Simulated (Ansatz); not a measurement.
# C8H16O2: basis-set convergence

An exercise on one series of results from a longer session: the logs are not shown, and one member is left open.

Program: Ansatz 0.2.0, Gaussian basis. Level of theory: one geometry, several basis sets. These are calculated values, not measurements.

Levels to be run: PBE0-D4/def2-SVP; ωB97M-V/def2-SVP; PBE0-D4/def2-QZVPP; ωB97M-V/def2-QZVPP; the functionals' def2-TZVPP values are taken from earlier runs.

**Structure used throughout**

An earlier PBE0-D4 in a triple-zeta def2 set relaxation fixed the geometry.

SMILES `CCCCC(=O)OCCC`, 26 atoms, charge 0, spin multiplicity 1.

Atoms are counted from 1 here; the program's logs count them from 0.

Bond lengths: C1–C2 1.518 Å, C1–H11 1.094 Å, C1–H12 1.092 Å, C1–H13 1.093 Å, C2–C3 1.521 Å, C2–H14 1.094 Å, C2–H15 1.097 Å, C3–C4 1.517 Å, C3–H16 1.094 Å, C3–H17 1.095 Å, C4–C5 1.505 Å, C4–H18 1.093 Å, C4–H19 1.096 Å, C5–O6 1.203 Å, C5–O7 1.340 Å, O7–C8 1.433 Å, C8–C9 1.513 Å, C8–H20 1.092 Å and more. Angles: C2–C1–H11 111.2°, C2–C1–H12 111.6°, C2–C1–H13 110.9°, H11–C1–H12 107.7°, H11–C1–H13 107.6°, H12–C1–H13 107.7°, C1–C2–C3 112.6°, C1–C2–H14 109.5°, C1–C2–H15 109.7°, C3–C2–H14 109.1°, C3–C2–H15 109.2°, H14–C2–H15 106.5°, C2–C3–C4 113.3°, C2–C3–H16 109.4°, C2–C3–H17 109.4°, C4–C3–H16 109.0°, C4–C3–H17 108.8°, H16–C3–H17 106.8° and more.

The first run:

in.yaml

```yaml
crystal:
  periodic: [false, false, false]
  atoms:
    - {symbol: C, position_ang: [-3.030370, 0.786007, -2.964218]}
    - {symbol: C, position_ang: [-1.797415, 0.181953, -2.316119]}
    - {symbol: C, position_ang: [-2.076541, -0.362660, -0.924160]}
    - {symbol: C, position_ang: [-0.852164, -0.961703, -0.257748]}
    - {symbol: C, position_ang: [0.172845, 0.067098, 0.137535]}
    - {symbol: O, position_ang: [-0.042325, 1.241833, 0.279122]}
    - {symbol: O, position_ang: [1.368952, -0.501460, 0.341183]}
    - {symbol: C, position_ang: [2.419817, 0.362706, 0.792500]}
    - {symbol: C, position_ang: [2.398676, 0.538515, 2.295223]}
    - {symbol: C, position_ang: [2.566390, -0.764115, 3.057993]}
    - {symbol: H, position_ang: [-3.831798, 0.047093, -3.056175]}
    - {symbol: H, position_ang: [-2.812539, 1.165843, -3.964894]}
    - {symbol: H, position_ang: [-3.415872, 1.618562, -2.369448]}
    - {symbol: H, position_ang: [-1.009127, 0.938531, -2.253141]}
    - {symbol: H, position_ang: [-1.405923, -0.625224, -2.946962]}
    - {symbol: H, position_ang: [-2.468677, 0.439524, -0.291931]}
    - {symbol: H, position_ang: [-2.856126, -1.129603, -0.983460]}
    - {symbol: H, position_ang: [-0.368700, -1.710149, -0.891552]}
    - {symbol: H, position_ang: [-1.128436, -1.484433, 0.665409]}
    - {symbol: H, position_ang: [3.338246, -0.131517, 0.468885]}
    - {symbol: H, position_ang: [2.327796, 1.325069, 0.286731]}
    - {symbol: H, position_ang: [3.205941, 1.232795, 2.552553]}
    - {symbol: H, position_ang: [1.465306, 1.033936, 2.576533]}
    - {symbol: H, position_ang: [3.519068, -1.244120, 2.816474]}
    - {symbol: H, position_ang: [2.542914, -0.594433, 4.136330]}
    - {symbol: H, position_ang: [1.770044, -1.470028, 2.813336]}
basis:
  gaussian: {orbitals: def2-SVP}
hamiltonian: {xc: pbe0, dispersion: d4}
output: {orbitals: {seedname: orbitals}}
```

On the command line:

```sh
$ ansatz run in.yaml --threads 4 --pin off --events-out ev --progress --plain --max-ram 63488MiB --backend cpu
```

Among the steps run: PBE0-D4 in def2-SVP; ωB97M-V in def2-SVP; PBE0-D4 in def2-QZVPP; ωB97M-V in def2-QZVPP.

One table of the session follows, with a row left open; its other results are not shown here.

It belongs to the step «Density functionals: the series». 

```
functional       basis  HOMO (eV)  LUMO (eV)
   PBE0-D4    def2-SVP      -7.78       0.56
   PBE0-D4  def2-TZVPP      -7.86       0.40
   PBE0-D4  def2-QZVPP      -7.88       0.31
   ωB97M-V    def2-SVP     -10.21       2.81
   ωB97M-V  def2-TZVPP          ?          ?
   ωB97M-V  def2-QZVPP     -10.32       1.77
```

**Question.** Estimate the row for ωB97M-V, def2-TZVPP.

**Answer.** HOMO (eV): -10.30; LUMO (eV): 2.39. In the column «HOMO (eV)» it lies between ωB97M-V, def2-QZVPP (-10.32) and ωB97M-V, def2-SVP (-10.21).
